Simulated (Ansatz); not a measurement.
Crystal: AlSn.

```
Sn Al
1.0
     4.19811    0.00000    0.00000
    -2.09905    3.63567    0.00000
     0.00000    0.00000    3.30685
Sn Al
1 1
Direct
  0.33333 0.66667 0.50000
  0.00000 0.00000 0.00000
```

The cell comes from a database or a generator and needn't be the stable form of this composition.

```yaml
Program: Ansatz 0.2.0
Task: relaxation of cell and atoms
Functional: BLYP
Dispersion: D3(BJ)
Potentials_or_basis: Ansatz PAW
Cutoff: "420 eV (not typed: the program's choice for these potentials)"
k_mesh: 7 × 7 × 8
Occupations: fermi-dirac, width 0.05 eV
Spin: no spin polarisation
```

At the start: volume 25.24 Å³/atom.

Where does the relaxation end?

It ends after 5 steps and the volume is 24.55 Å³/atom (-2.7 %); space group P-6m2 (No. 187, to 0.05 Å).

Step by step:
```
step  energy change (eV)  largest force (eV/Å)  volume (Å³)
   1              0.0000                0.0000        50.47
   2             -0.0063                0.0000        48.74
   3             -0.0070                0.0000        49.09
   4             -0.0070                0.0000        49.09
   5             -0.0067                0.0000        49.09
```

Final structure:
```cif
data_structure
_symmetry_space_group_name_H-M 'P 1'
_symmetry_Int_Tables_number 1
_cell_length_a 4.1423
_cell_length_b 4.1423
_cell_length_c 3.3036
_cell_angle_alpha 90.000
_cell_angle_beta 90.000
_cell_angle_gamma 120.000
_cell_volume 49.09
loop_
_atom_site_label
_atom_site_type_symbol
_atom_site_fract_x
_atom_site_fract_y
_atom_site_fract_z
_atom_site_occupancy
Sn1 Sn 0.33333 0.66667 0.50000 1
Al1 Al 0.00000 0.00000 0.00000 1
```

Caveat: the plane-wave basis is chosen anew once the cell has moved, so the energies of steps on either side of that aren't comparable; pairwise dispersion overbinds metals, which lowers pressure and volume; the PAW data sets come from PBE, with cores solved anew for the run's functional, which leaves a small shift of forces and pressure.
